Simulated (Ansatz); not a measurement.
Working through a charge-density difference against the sublattices of MgH2, space group Fm-3m

Program: Ansatz 0.2.0, Python API.

The cells in order, each with its output:

**Cell 1**
```python
import warnings

import ansatz as az
import numpy as np
```

**Cell 2**
```python
vectors0 = np.array([
    [0.0, 2.38107, 2.38107],
    [2.38107, 0.0, 2.38107],
    [2.38107, 2.38107, 0.0],
])
sites = [
    ("Mg", [0.0, 0.0, 0.0]),
    ("H", [0.75, 0.75, 0.75]),
    ("H", [0.25, 0.25, 0.25]),
]
```

**Cell 3**
```python
def build(cell):
    crystal = az.Crystal(lattice=az.Lattice.of(cell))
    for symbol, position in sites:
        crystal = crystal.atom(symbol, position)
    return crystal
```

**Cell 4**
```python
warnings.simplefilter("ignore", az.DeckWarning)
```

**Cell 5**
```python
# one cutoff and one grid for all runs, so that the fields can be subtracted
def solve(crystal):
    return (
        crystal.calculation()
        .functional("pbesol")
        .occupations("cold", width=0.1)
        .basis(460, grid_basis="typed")
        .kpoints(8, 8, 8)
        .density()
        .run(threads=1)
    )
```

**Cell 6**
```python
whole = solve(build(vectors0))
difference = whole.density().channels[0].density_e_per_ang3.copy()
binding = whole.report["free_energy_ev"]
for element in ["Mg", "H"]:
    part = az.Crystal(lattice=az.Lattice.of(vectors0))
    for symbol, position in sites:
        if symbol == element:
            part = part.atom(symbol, position)
    alone = solve(part)
    difference -= alone.density().channels[0].density_e_per_ang3
    binding -= alone.report["free_energy_ev"]
    print(f"{element} sublattice: {alone.report['n_electrons']:g} electrons, {alone.report['n_iterations']} iterations")
```
Output:
```text
Mg sublattice: 10 electrons, 6 iterations
H sublattice: 2 electrons, 5 iterations
```

**Cell 7**
```python
voxel = abs(np.linalg.det(vectors0)) / difference.size
print(f"energy of the crystal less its unpolarised sublattices: {binding / len(sites):.4f} eV/atom")
print(f"net charge of the difference {difference.sum() * voxel:.5f} e, charge rearranged {0.5 * np.abs(difference).sum() * voxel:.3f} e")
print(f"extremes {difference.min():.4f} and {difference.max():.4f} e/A^3")
for (symbol, position) in sites:
    index = tuple(int(round(p * n)) % n for p, n in zip(position, difference.shape))
    print(f"  change of the pseudo-density at the grid point nearest {symbol}: {difference[index]:+.4f} e/A^3")
```
Output:
```text
energy of the crystal less its unpolarised sublattices: -1.5534 eV/atom
net charge of the difference -0.00000 e, charge rearranged 0.535 e
extremes -0.0459 and 0.7029 e/A^3
  change of the pseudo-density at the grid point nearest Mg: -0.0189 e/A^3
  change of the pseudo-density at the grid point nearest H: +0.7029 e/A^3
  change of the pseudo-density at the grid point nearest H: +0.7029 e/A^3
```

What to keep in mind:
- For a metal this k-point mesh is coarse: on a finer one energies can move by several to tens of meV an atom and pressures by half a GPa or more, differences at one mesh by less.
- Densities and potentials on the grid are those of the valence electrons, and inside the cores they hang on the potentials used.
- The structure comes from a database of computed cells and needn't be a stable or known phase.
- Charge moved counts every rearrangement, bonding and polarisation too, and is no transfer between atoms; the bare sublattices are artificial references. Values near the nuclei depend on the potentials.
- Run time: 2.1 s on 1 thread of Arm Neoverse V1, with other jobs on the host, peak memory 0.32 GiB.
